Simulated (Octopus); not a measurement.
# HfB (Fm-3m) in Octopus: reference runs

Aim: a first look at HfB with PBE, on the cell as given.

All numbers are computed with Octopus 16.4; they aren't measurements. Logs are shortened: lines on timing, memory, paths and dates and some standing lists are left out, and cuts for length are marked.

## 1. The structure

It takes space group Fm-3m (No. 225, cubic). The conventional cell has a = 4.620 Å, b = 4.620 Å, c = 4.620 Å, α = 90.00°, β = 90.00°, γ = 90.00°. Around Hf (site symmetry m-3m) lie 6 B at 2.31 Å. B (site symmetry m-3m) has 6 Hf at 2.31 Å as nearest neighbours.

## 2. Single point, PBE

The input, inp:

```
CalculationMode = gs
UnitsOutput = eV_Angstrom
PeriodicDimensions = 3
ExperimentalFeatures = yes
PseudopotentialSet = pseudodojo_pbe
%LatticeParameters
 1*angstrom | 1*angstrom | 1*angstrom
%
%LatticeVectors
 0 | 2.31 | 2.31
 2.31 | 0 | 2.31
 2.31 | 2.31 | 0
%
%ReducedCoordinates
 "Hf" | 0.5 | 0.5 | 0.5
 "B" | 0 | 0 | 0
%
%Spacing
 0.13611806*angstrom | 0.13611806*angstrom | 0.13611806*angstrom
%
DerivativesOrder = 8
%KPointsGrid
 10 | 10 | 10
%
KPointsUseSymmetries = yes
XCFunctional = gga_x_pbe + gga_c_pbe
SmearingFunction = fermi_dirac
Smearing = 0.05*eV
ExtraStates = 8
Eigensolver = chebyshev_filter
ConvRelDens = 3e-7
MaximumIter = 120
```

Potentials or basis: pseudodojo_pbe (PseudoDojo 0.5, PBE).

Started as:

```sh
OMP_NUM_THREADS=1 octopus > out.log
```

out.log:

```text
Running octopus

Version                : 16.4
Optional libraries     :

************************** Calculation Mode **************************
Input: [CalculationMode = gs]
**********************************************************************

Input: [SpinComponents = unpolarized]

******************************* Space ********************************
Octopus will run in 3 dimension(s).
Octopus will treat the system as periodic in 3 dimension(s).
**********************************************************************

Input: [AllElectronType = no]
Input: [PseudopotentialSet = pseudodojo_pbe]
Reading Coordinates from ReducedCoordinates block

****************************** Species *******************************
  Species 'Hf'
    type             : pseudopotential
    file             : 'Hf.upf'
    file format      : UPF2
    valence charge   : 12.0
    atomic number    :  72
    form on file     : kleinman-bylander
    lmax             : 3
    llocal           : -1
    projectors per l : 2
    total projectors : 8
    application form : kleinman-bylander
    orbitals         : 10
    bound orbitals   : 10

  Species 'B'
    type             : pseudopotential
    file             : 'B.upf'
    file format      : UPF2
    valence charge   : 3.0
    atomic number    :   5
    form on file     : kleinman-bylander
    lmax             : 1
    llocal           : -1
    projectors per l : 2
    total projectors : 4
    application form : kleinman-bylander
    orbitals         :  4
    bound orbitals   :  4

**********************************************************************

***************************** Symmetries *****************************
Space group No.  225
International: Fm-3m
Schoenflies: Oh^5
Info: The system has    48 symmorphic symmetries that can be used.
  Index                Rotation matrix                      Fractional translations
    1 :     1   0   0     0   1   0     0   0   1      0.000000    0.000000    0.000000
    2 :    -1   0   0     0  -1   0     0   0  -1      0.000000    0.000000    0.000000
    3 :     1   0  -1     1   0   0     1  -1   0      0.000000    0.000000    0.000000
    4 :    -1   0   1    -1   0   0    -1   1   0      0.000000    0.000000    0.000000
    5 :     0   1  -1     1   0  -1     0   0  -1      0.000000    0.000000    0.000000
    6 :     0  -1   1    -1   0   1     0   0   1      0.000000    0.000000    0.000000
[... 40 lines left out ...]
   47 :     0   1  -1    -1   1   0     0   1   0      0.000000    0.000000    0.000000
   48 :     0  -1   1     1  -1   0     0  -1   0      0.000000    0.000000    0.000000
Info: The system also has     0 nonsymmorphic symmetries (not used for electrons).
**********************************************************************

Input: [CurvMethod = curv_affine]
Input: [DerivativesStencil = stencil_stargeneral]

****************************** Lattice *******************************
  Lattice Vectors [A]
    0.000000    2.310000    2.310000
    2.310000    0.000000    2.310000
    2.310000    2.310000    0.000000
  Cell volume =            24.6528 [A^3]
  Reciprocal-Lattice Vectors [A^-1]
   -1.359997    1.359997    1.359997
    1.359997   -1.359997    1.359997
    1.359997    1.359997   -1.359997
  Cell angles [degree]
    alpha =   60.000
    beta  =   60.000
    gamma =   60.000
[... 148 lines left out ...]

Input: [MixField = potential] (what to mix during SCF cycles)
Input: [MixingScheme = broyden]
Info: Mixing uses    4 steps and restarts after   20 steps.
Input: [LCAOStart = lcao_states]
Input: [LCAOScaleFactor = 1.000]
Input: [LCAOMaximumOrbitalRadius = 10.58 A]

** Warning:
**   Cannot do LCAO for all states because there are not enough atomic orbitals.
**   Required: 16. Available: 14. 2 orbitals will be randomized.

Info: Unnormalized total charge =     14.944073
Info: Renormalized total charge =     15.000000

** Warning:
**   Symmetrization discrepancy ratio (scalar) =  1.53136E-03

Info: Setting up Hamiltonian.
Info: Performing initial LCAO calculation with     14 orbitals.
Info: Getting Hamiltonian matrix elements.

Eigenvalues [eV]
 #st  Spin   Eigenvalue      Occupation
#k =       1, k = (  0.000000,  0.000000,  0.000000)
   1   --   -49.404182       2.000000
   2   --   -18.113341       2.000000
   3   --   -18.113341       2.000000
   4   --   -18.113217       2.000000
   5   --    -1.087533       2.000000
   6   --    11.885394       2.000000
   7   --    11.885394       2.000000
   8   --    11.886377       2.000000
   9   --    11.984621       2.000000
  10   --    11.985216       2.000000
  11   --    11.985216       2.000000
  12   --    13.993142       0.002186
  13   --    13.993142       0.002186
  14   --    23.637957       0.000000
#k =       2, k = (  0.100000,  0.000000,  0.000000)
   1   --   -49.387182       2.000000
   2   --   -18.106042       2.000000
   3   --   -18.105911       2.000000
   4   --   -18.084478       2.000000
   5   --    -0.787519       2.000000
   6   --    11.131606       2.000000
   7   --    11.132771       2.000000
   8   --    11.231508       2.000000
   9   --    12.411168       2.000000
  10   --    12.412988       2.000000
  11   --    13.233599       1.999538
  12   --    15.224426       0.000000
  13   --    15.224764       0.000000
  14   --    24.057158       0.000000
[... 45 further k-points ...]
Fermi energy =    13.652247 eV
Generating random wavefunctions for states       15 and above
Orthogonalizing wavefunctions.
Info: Ground-state restart information will be written to 'restart/gs'.
Info: SCF using complex wavefunctions.
Info: Starting SCF iteration.

** Warning:
**   Symmetrization discrepancy ratio (scalar) =  3.76130E-02

*********************** SCF CYCLE ITER #    1 ************************
 etot  = -1.59744958E+03 abs_ev   =  3.29E+01 rel_ev   =  1.93E-01
 ediff =        5.87E+01 abs_dens =  1.64E+00 rel_dens =  1.09E-01
Matrix vector products: 1175
Converged eigenvectors: 0

#  State  KPoint  Eigenvalue [eV]  Occupation    Error
      1       1      -49.408298    2.000000   ( 1.9E-06)
      1       2      -49.403506    2.000000   ( 1.0E-05)
      1       3      -49.401907    2.000000   ( 1.7E-05)
      1       4      -49.396117    2.000000   ( 1.2E-05)
      1       5      -49.391922    2.000000   ( 1.2E-05)
      1       6      -49.390936    2.000000   ( 6.3E-06)
      1      10      -49.385125    2.000000   ( 1.1E-05)
      1       7      -49.382534    2.000000   ( 6.7E-06)
[... 23 lines left out ...]
     16      44       29.720576    0.000000   ( 1.2E-01)
     16      42       29.805217    0.000000   ( 1.4E-01)
     16      47       29.904475    0.000000   ( 1.3E-01)
     16       5       31.441165    0.000000   ( 1.3E-01)
     16       4       31.615060    0.000000   ( 1.5E-01)
     16       2       34.121013    0.000000   ( 1.8E-01)
     16       3       35.090187    0.000000   ( 1.8E-01)
     16       1       35.604375    0.000000   ( 9.9E-02)

Density of states:

-------------------------%--------------------------------------------
-------------------------%--------------------------------------------
-------------------------%--------------------------------------------
-------------------------%--------------------------------------------
-------------------------%--------------------------------------------
-------------------------%--------------------------------------------
-------------------------%--------------------%-------%---------------
%------------------------%--------------------%%-----%%---------------
%------------------------%----------------%--%%%----%%%-%%%%%%--------
%------------------------%---------------%%-%%%%%%%%%%%%%%%%%%%%------
                                               ^

Fermi energy =     8.503043 eV

**********************************************************************

*********************** SCF CYCLE ITER #    2 ************************
 etot  = -1.60989240E+03 abs_ev   =  5.37E+00 rel_ev   =  3.06E-02
 ediff =        4.57E-01 abs_dens =  6.18E-01 rel_dens =  4.12E-02
Matrix vector products: 1175
Converged eigenvectors: 0
[... 103 lines left out ...]
*********************** SCF CYCLE ITER #   11 ************************
 etot  = -1.61560725E+03 abs_ev   =  7.42E-05 rel_ev   =  4.16E-07
 ediff =        4.39E-06 abs_dens =  1.53E-06 rel_dens =  1.02E-07
Matrix vector products: 1175
Converged eigenvectors: 62

#  State  KPoint  Eigenvalue [eV]  Occupation    Error
      1       1      -50.926347    2.000000   ( 8.2E-09)
      1       2      -50.922002    2.000000   ( 8.7E-09)
      1       3      -50.920552    2.000000   ( 5.9E-09)
      1       4      -50.915305    2.000000   ( 8.6E-09)
      1       5      -50.911503    2.000000   ( 8.7E-09)
      1       6      -50.910608    2.000000   ( 8.7E-09)
      1      10      -50.905341    2.000000   ( 8.8E-09)
      1       7      -50.902995    2.000000   ( 1.4E-08)
[... 23 lines left out ...]
     16      44       28.560471    0.000000   ( 4.9E-02)
     16       6       28.885512    0.000000   ( 6.5E-02)
     16       5       28.954431    0.000000   ( 4.0E-02)
     16       4       29.150360    0.000000   ( 6.8E-02)
     16      47       29.752639    0.000000   ( 6.1E-02)
     16       3       31.681439    0.000000   ( 8.2E-02)
     16       2       32.747714    0.000000   ( 9.3E-02)
     16       1       34.466415    0.000000   ( 4.7E-02)

Density of states:

-------------------------%--------------------------------------------
-------------------------%--------------------------------------------
-------------------------%--------------------------------------------
-------------------------%--------------------------------------------
-------------------------%--------------------------------------------
-------------------------%--------------------------------------------
-------------------------%--------------------------------------------
%------------------------%---------------------%%----%%------%--------
%------------------------%--------------------%%%---%%%%-%%%%%%-------
%------------------------%-----------------%%-%%%%%%%%%%%%%%%%%%------
                                                ^

Fermi energy =     8.817547 eV

**********************************************************************

Info: SCF converged in   11 iterations

** Warning:
**   Some of the states are not fully converged!

Info: Number of matrix-vector products:      12925
Info: Finished writing information to 'restart/gs'.

Octopus emitted 15 warnings.
```

Wall time 3.8 min (1 thread of Arm Neoverse V1, shared host); peak memory 0.74 GiB.

Results:

```yaml
Free_energy: -1615.6186 eV
Band_gap_on_the_k_mesh: none (metal or under the smearing width)
```

Levels at points of the mesh, in eV from the Fermi level:
```csv
k point,band 5,band 6,band 7,band 8,band 9,band 10,band 11,band 12
"(0.00, 0.00, 0.00)",-9.55,2.23,2.23,2.23,3.99,3.99,3.99,4.26
"(0.50, 0.00, 0.00)",-5.00,-4.04,-1.37,-1.37,6.57,6.57,7.61,8.50
"(0.50, 0.50, 0.00)",-6.73,-1.07,-0.90,2.39,2.39,6.28,7.95,7.95
```

The run has no spin-orbit coupling, so splittings on Hf are missing.
